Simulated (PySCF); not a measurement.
**The bond of NaBi+, level by level**

One table from this session's results is given with a row withheld; the runs are named, their logs left out.

Computed with PySCF 2.14.0. Level: Na def2-SVPD, Bi def2-SVPD with ECP60, scalar-relativistic core potentials.

The first run:

Settings of the job:

* atoms: Na, Bi
* charge: 1
* basis: Na def2-SVPD, Bi def2-SVPD with ECP60
* Hamiltonian: scalar-relativistic core potentials
* basis functions: 50
* electrons treated: 33
* masses in u: 22.9898, 208.9804
* levels: PBE0, PBE, r²SCAN, M06-L, TPSS, PW91, HSE06, HF, MP2, SCS-MP2, CCSD, CCSD(T)
* grid: 80 radial by 434 angular points
* occupations: held fixed by the projection of orbital angular momentum
* dissociation limit: Na+ + Bi, each in its ground configuration
* starting distance in angstrom: 3.135
* values of 2S to try: 1, 3

Launch:

```sh
$ OMP_NUM_THREADS=1 python dia.py task.json out
```

Among the steps run: Input; First curve: PBE0; Other states along the same grid; PBE; r²SCAN (meta-GGA); M06-L (meta-GGA); TPSS; PW91; HSE06 (range-separated hybrid); UHF; MP2 and coupled cluster.

One of the session's tables, all rows but one given; the rest of the session is left out.

| level | Re (Å) | ωe (cm⁻¹) | De (eV) |
| --- | --- | --- | --- |
| UHF | ? | ? | ? |
| UHF-MP2 | 3.504 | 90.5 | 0.299 |
| UHF-SCS-MP2 | 3.502 | 90.5 | 0.296 |
| UHF-CCSD | 3.505 | 90.7 | 0.301 |
| UHF-CCSD(T) | 3.503 | 91.1 | 0.304 |
| PBE | 3.439 | 95.0 | 0.403 |
| PW91 | 3.425 | 96.8 | 0.420 |
| TPSS | 3.457 | 93.9 | 0.378 |
| r²SCAN | 3.448 | 93.2 | 0.342 |
| M06-L | 3.522 | 80.7 | 0.278 |
| PBE0 | 3.429 | 95.1 | 0.358 |
| HSE06 | 3.439 | 94.5 | 0.363 |

Estimate the missing values for UHF.

The run gave: Re (Å): 3.536; ωe (cm⁻¹): 86.7; De (eV): 0.272. In the column «Re (Å)» it is the highest.

De is counted to Na+ + Bi in their ground configurations.

Limits of these values: At some levels the lowest empty orbital lies below the highest filled one (the two can be of opposite spin).
